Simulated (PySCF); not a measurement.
# C3H4BrNO: the cost of one run

Programs: PySCF 2.14.0, with routines of our own; each step states its level. All values are computed. Atoms count from 0.

### Step 1. The system as given

10 atoms, charge 0, multiplicity 1; geometry from: GFN2-xTB.

### Step 2. Geometry optimisation at CAM-B3LYP/6-31G*

What the job is given:

```
{"job": {"xc": "CAM-B3LYP", "basis": "6-31G*", "grid": 1, "kind": "geom"}, "charge": 0, "multiplicity": 1}
N     -1.444632    -0.606312     0.262342
C     -0.829266     0.574002     0.208485
C      0.498663     0.742740    -0.059294
C      1.331862    -0.374610    -0.305014
O      1.071259    -1.544795    -0.324208
Br     3.214980     0.161386    -0.666932
H     -0.890642    -1.436965     0.093055
H     -2.424681    -0.686792     0.462124
H     -1.443215     1.446833     0.392900
H      0.924555     1.729167    -0.085986
```

The run is started by

```console
OMP_NUM_THREADS=1 python excited_run.py task.json out
```

One launch serves the whole session: the jobs run in the order shown.

**Question.** How long does this first job take on 1 thread of Arm Neoverse V2, shared host, and how much memory does it need?

About 45 s, with a peak of 0.58 GiB.
